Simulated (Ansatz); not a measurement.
**C₂H₄BClO: how energies converge with the basis set**

The task here is to estimate one member of a computed series from the others.

Program: Ansatz 0.2.0, Gaussian basis. Level of theory: one geometry, several basis sets. These are calculated values, not measurements.

Levels to be run: PBE0-D4/def2-SVP; ωB97M-V/def2-SVP; PBE0-D4/def2-QZVPP; ωB97M-V/def2-QZVPP; the functionals' def2-TZVPP values are taken from earlier runs.

## Structure used throughout

An earlier PBE0-D4 in a triple-zeta def2 set relaxation fixed the geometry.

SMILES `C=C(O)BCl`, 9 atoms, charge 0, spin multiplicity 1.

Atoms are counted from 1 here; the program's logs count them from 0.

Bond lengths: C1–C2 1.342 Å, C1–H6 1.081 Å, C1–H7 1.087 Å, C2–O3 1.355 Å, C2–B4 1.545 Å, O3–H8 0.963 Å, B4–Cl5 1.738 Å, B4–H9 1.191 Å. Angles: C2–C1–H6 119.6°, C2–C1–H7 122.9°, H6–C1–H7 117.5°, C1–C2–O3 124.0°, C1–C2–B4 118.3°, O3–C2–B4 117.7°, C2–O3–H8 109.7°, C2–B4–Cl5 121.4°, C2–B4–H9 120.2°, Cl5–B4–H9 118.4°.

Set-up of the first run:

Input file in.yaml:

```yaml
crystal:
  periodic: [false, false, false]
  atoms:
    - {symbol: C, position_ang: [0.963526, 0.088096, 0.825711]}
    - {symbol: C, position_ang: [-0.122117, -0.210637, 0.096490]}
    - {symbol: O, position_ang: [-0.976098, -1.222098, 0.386722]}
    - {symbol: B, position_ang: [-0.424628, 0.647714, -1.151887]}
    - {symbol: Cl, position_ang: [-1.812408, 0.335756, -2.150444]}
    - {symbol: H, position_ang: [1.596890, 0.911500, 0.527050]}
    - {symbol: H, position_ang: [1.246139, -0.464771, 1.718381]}
    - {symbol: H, position_ang: [-0.680189, -1.677667, 1.181890]}
    - {symbol: H, position_ang: [0.297484, 1.545906, -1.450911]}
basis:
  gaussian: {orbitals: def2-SVP}
hamiltonian: {xc: pbe0, dispersion: d4}
output: {orbitals: {seedname: orbitals}}
```

Run with:

```
ansatz run in.yaml --threads 2 --pin off --events-out ev --progress --plain --max-ram 4352MiB
```

Among the steps run: PBE0-D4 in def2-SVP; ωB97M-V in def2-SVP; PBE0-D4 in def2-QZVPP; ωB97M-V in def2-QZVPP.

One table of the session follows, with a row left open; its other results are not shown here.

It belongs to the step «Density functionals: the series». 

| functional | basis | HOMO (eV) | LUMO (eV) |
| --- | --- | --- | --- |
| PBE0-D4 | def2-SVP | -7.20 | -1.79 |
| PBE0-D4 | def2-TZVPP | ? | ? |
| PBE0-D4 | def2-QZVPP | -7.40 | -2.01 |
| ωB97M-V | def2-SVP | -9.36 | 0.31 |
| ωB97M-V | def2-TZVPP | -9.55 | 0.08 |
| ωB97M-V | def2-QZVPP | -9.59 | 0.02 |

Q: Estimate the row for PBE0-D4, def2-TZVPP from the others.

**Answer.** HOMO (eV): -7.36; LUMO (eV): -1.96. In the column «HOMO (eV)» it lies between PBE0-D4, def2-QZVPP (-7.40) and PBE0-D4, def2-SVP (-7.20).
